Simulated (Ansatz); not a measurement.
# C2H6O2Si: the cost of one run

All numbers below are computed with Ansatz 0.2.0 (RHF/cc-pVDZ).

### 1 The structure to begin with

Bond lengths: O1–C2 1.175 Å, C2–Si3 1.859 Å, Si3–C4 1.804 Å, C4–O5 1.432 Å, C2–H6 1.117 Å, Si3–H7 1.550 Å, Si3–H8 1.510 Å, C4–H9 1.126 Å, C4–H10 1.145 Å, O5–H11 0.988 Å. Angles (14 of 16 angles, heavy atoms first): O1–C2–Si3 116.5°, C2–Si3–C4 113.6°, Si3–C4–O5 121.7°, O1–C2–H6 125.4°, Si3–C2–H6 118.1°, C2–Si3–H7 108.8°, C2–Si3–H8 110.1°, C4–Si3–H7 108.6°, C4–Si3–H8 112.1°, Si3–C4–H9 108.8°, Si3–C4–H10 111.0°, O5–C4–H9 105.7°, O5–C4–H10 106.7°, C4–O5–H11 108.5°.

As a file:

```xyz
11

O    -1.1166    2.0957    0.3708
C     0.0017    2.0540    0.0135
Si    0.7287    0.3621   -0.2393
C    -0.4210   -0.9799    0.1257
O    -0.0483   -2.3538   -0.0332
H     0.6558    2.9413   -0.1688
H     1.9718    0.2105    0.6738
H     1.3108    0.2495   -1.6279
H    -1.3484   -0.8417   -0.4970
H    -0.8519   -0.8753    1.1810
H    -0.8174   -2.9193    0.2218
```

### 2 Relaxing end A

File input.yaml:

```yaml
crystal:
  periodic: [false, false, false]
  atoms:
    - { symbol: O, position_ang: [-1.1166, 2.0957, 0.3708] }
    - { symbol: C, position_ang: [0.0017, 2.054, 0.0135] }
    - { symbol: Si, position_ang: [0.7287, 0.3621, -0.2393] }
    - { symbol: C, position_ang: [-0.421, -0.9799, 0.1257] }
    - { symbol: O, position_ang: [-0.0483, -2.3538, -0.0332] }
    - { symbol: H, position_ang: [0.6558, 2.9413, -0.1688] }
    - { symbol: H, position_ang: [1.9718, 0.2105, 0.6738] }
    - { symbol: H, position_ang: [1.3108, 0.2495, -1.6279] }
    - { symbol: H, position_ang: [-1.3484, -0.8417, -0.497] }
    - { symbol: H, position_ang: [-0.8519, -0.8753, 1.181] }
    - { symbol: H, position_ang: [-0.8174, -2.9193, 0.2218] }
basis:
  gaussian: { orbitals: cc-pVDZ }
hamiltonian:
  xc: hf
relax:
  f_tol: 0.015
  max_steps: 40
```

The run is started by

```
> ansatz run input.yaml --threads 1 --pin off --max-ram 2048MiB --backend cpu --events-out ev --progress --plain --runs-dir out
```

Q: Estimate wall time and peak memory on 1 thread of Arm Neoverse V2, shared host.

About 24 s, with a peak of 0.2 GiB.
